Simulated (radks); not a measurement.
**Valence configurations of Gd⁺**

Aim: which of several valence configurations of Gd⁺ lies lowest at this level, and whether it is the one NIST lists ([Xe] 4f7 5d1 6s1).

Program: radks (a radial shooting solver on a logarithmic mesh, Libxc functionals) version 1. Level of theory: scalar-relativistic Kohn-Sham, r2SCAN, spin-polarised, spherical densities, finite nucleus; open shells are filled with parallel spins first. These are calculated values, not measurements, unless marked.

**1. The system**

```
element            : gadolinium (Z = 64)
charge             : +1
electrons          : 63
configuration      : [Xe] 4f7 5d1 6s1
nuclear rms radius : 5.1569 fm
others tried       : 4f8 5d1; 4f7 6s1 6p1; 4f6 5d1 6s1 6p1; 4f8 6s1; 4f6.5 5d1 6s1.5; 4f7 5d0.5 6s1 6p0.5; 4f7 5d2; 4f6 5d1 6s2; 4f6.5 5d1.5 6s1
```

Outer shells as boxes (Hund's rule):

Gd⁺
```
[Xe] core
4f [↑ ][↑ ][↑ ][↑ ][↑ ][↑ ][↑ ]
5d [↑ ][  ][  ][  ][  ]
6s [↑ ]
```

**2. [Xe] 4f7 5d1 6s1**

Settings of this run:

```text
Z 64
configuration [Xe] 4f7 5d1 6s1
relativity scalar-relativistic
functional r2scan,r2scan
spin polarised
nucleus finite rms 5.1569 fm
c 137.035999084
```

**3. [Xe] 4f8 5d1**

Changes since step 2:

```diff
@@ -1,3 +1,3 @@
 Z 64
-configuration [Xe] 4f7 5d1 6s1
+configuration [Xe] 4f8 5d1
 relativity scalar-relativistic
```

**4. [Xe] 4f7 6s1 6p1**

Changes since step 3:

```diff
@@ -1,3 +1,3 @@
 Z 64
-configuration [Xe] 4f8 5d1
+configuration [Xe] 4f7 6s1 6p1
 relativity scalar-relativistic
```

**5. [Xe] 4f6 5d1 6s1 6p1**

Changes since step 4:

```diff
@@ -1,3 +1,3 @@
 Z 64
-configuration [Xe] 4f7 6s1 6p1
+configuration [Xe] 4f6 5d1 6s1 6p1
 relativity scalar-relativistic
```

**6. [Xe] 4f8 6s1**

Changes since step 5:

```diff
@@ -1,3 +1,3 @@
 Z 64
-configuration [Xe] 4f6 5d1 6s1 6p1
+configuration [Xe] 4f8 6s1
 relativity scalar-relativistic
```

**7. [Xe] 4f6.5 5d1 6s1.5**

Changes since step 6:

```diff
@@ -1,3 +1,3 @@
 Z 64
-configuration [Xe] 4f8 6s1
+configuration [Xe] 4f6.5 5d1 6s1.5
 relativity scalar-relativistic
```

**8. [Xe] 4f7 5d0.5 6s1 6p0.5**

Settings of this run:

```text
Z 64
configuration [Xe] 4f7 5d0.5 6s1 6p0.5
relativity scalar-relativistic
functional r2scan,r2scan
spin polarised
nucleus finite rms 5.1569 fm
c 137.035999084
```

**9. [Xe] 4f7 5d2**

Settings of this run:

```text
Z 64
configuration [Xe] 4f7 5d2
relativity scalar-relativistic
functional r2scan,r2scan
spin polarised
nucleus finite rms 5.1569 fm
c 137.035999084
```

**10. [Xe] 4f6 5d1 6s2**

Changes since step 9:

```diff
@@ -1,3 +1,3 @@
 Z 64
-configuration [Xe] 4f7 5d2
+configuration [Xe] 4f6 5d1 6s2
 relativity scalar-relativistic
```

**11. [Xe] 4f6.5 5d1.5 6s1**

Changes since step 10:

```diff
@@ -1,3 +1,3 @@
 Z 64
-configuration [Xe] 4f6 5d1 6s2
+configuration [Xe] 4f6.5 5d1.5 6s1
 relativity scalar-relativistic
```

**Question.** What will these runs give? Wanted: for each run, valence; E − E(NIST configuration); moment; highest level; its energy; 1s shift.

**Answer**, as computed:

```
            valence  E − E(NIST configuration) (eV)  moment (μB)  highest level  its energy (eV)  1s shift (eV)
        4f7 5d1 6s1                           0.000            9          5d up           -8.961          +0.00
            4f8 6s1                           0.727            7        4f down           -5.105          +6.11
            4f7 5d2                           0.990            9          5d up           -7.556          +2.19
4f7 5d0.5 6s1 6p0.5                           1.552            9          6p up           -6.818          -1.78
            4f8 5d1                           2.509            7        4f down           -3.247          +7.86
        4f7 6s1 6p1                           3.274            9          6p up           -7.510          -3.56
    4f6.5 5d1.5 6s1                           4.767            9          5d up           -9.771          -3.80
    4f6.5 5d1 6s1.5                           5.731            8        6s down           -9.047          -5.22
        4f6 5d1 6s2                          13.092            7        6s down          -10.321         -10.69
    4f6 5d1 6s1 6p1                          15.525            9          6p up           -7.816         -11.62
```

What this shows: The NIST configuration is the lowest of those tried, 0.727 eV under 4f8 6s1. The energies are those of spherical high-spin densities, not of single terms. The 1s eigenvalue shifts by up to 11.62 eV as the valence charge is rearranged.
